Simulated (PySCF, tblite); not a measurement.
# C4H9O2P: geometry, infrared bands and NMR shifts

What infrared bands and NMR shifts should C4H9O2P (`CO/C=P\COC`) show?

Programs: tblite 0.8.0 and PySCF 2.14.0, with density-fitted response routines of our own. Each step states its level of theory. These are calculated values for one molecule in the gas phase, unless marked as measured. Atoms are numbered from 0 throughout.

## (1) Starting geometry

16 atoms, charge 0, multiplicity 1; geometry from: force field or distance geometry start.

Bonds of the start (Å): C0–O1 1.40, O1–C2 1.37, C2–P3 1.68, P3–C4 1.85, C4–O5 1.38, O5–C6 1.40, C0–H7 1.13, C0–H8 1.11, C0–H9 1.11, C2–H10 1.10, C4–H11 1.11, C4–H12 1.11, C6–H13 1.11, C6–H14 1.11, C6–H15 1.09.

## (2) Geometry optimisation with GFN2-xTB

The job: settings as JSON, then the geometry in Å.

```
{"job": {"kind": "relax", "xc": "GFN2-xTB", "basis": "xTB"}, "charge": 0, "multiplicity": 1}
C     -3.097500     0.453800     0.503300
O     -1.737900     0.674900     0.242000
C     -1.321400    -0.356000    -0.562100
P      0.271900    -0.357700    -1.091000
C      1.333300     1.026600    -0.472100
O      2.013100     0.736300     0.698600
C      2.826000    -0.368200     0.409600
H     -3.424300     1.302200     1.178400
H     -3.265100    -0.479000     1.073700
H     -3.719300     0.540700    -0.414200
H     -2.003100    -1.151300    -0.892300
H      0.783700     1.990400    -0.380100
H      2.132700     1.211200    -1.225400
H      3.418700    -0.685900     1.290300
H      2.245900    -1.210900    -0.014800
H      3.535700    -0.050600    -0.355400
```

Run with:

```
OMP_NUM_THREADS=1 python probes_run.py task.json out
```

The driver reads the jobs from task.json and runs them one after another.

**Question.** This job is followed by: GFN2-xTB harmonic vibrations, gas phase; GIAO PBE0/pcSseg-1 NMR shielding, non-relativistic, gas phase. What will the session give for the following? strongest single infrared mode (GFN2-xTB); zero-point energy (GFN2-xTB); ¹³C shifts against TMS (PBE0/pcSseg-1); ¹H shifts against TMS (PBE0/pcSseg-1, means over atoms taken as alike); ¹⁷O shifts against H2O (PBE0/pcSseg-1); ³¹P shifts against H3PO4 (PBE0/pcSseg-1).

As calculated:

```
                                                              quantity                        value
                             strongest single infrared mode (GFN2-xTB)        1221 cm⁻¹, 254 km/mol
                                          zero-point energy (GFN2-xTB)                78.7 kcal/mol
                                ¹³C shifts against TMS (PBE0/pcSseg-1)  208.2, 69.0, 61.7, 60.4 ppm
¹H shifts against TMS (PBE0/pcSseg-1, means over atoms taken as alike)   8.35, 4.55, 3.95, 3.54 ppm
                                ¹⁷O shifts against H2O (PBE0/pcSseg-1)              161.6, 35.3 ppm
                              ³¹P shifts against H3PO4 (PBE0/pcSseg-1)                    141.1 ppm
```

**Reading.** Relaxing lowered the energy by 0.671 eV in 73 steps; the close pair that moved most is C0–H7, from 1.132 to 1.089 Å. No mode is imaginary among the 42: a minimum at this level. The strongest single mode, at 1221 cm⁻¹, has its largest shares on O1, C2 and H10 (the list is cut at 3 atoms). Unscaled tight-binding wavenumbers are off by several per cent, some by more. Its intensities can rank the bands wrongly. At PBE0/pcSseg-1: The largest span, 504 ppm, is at P3, where the paramagnetic term is -791 ppm.
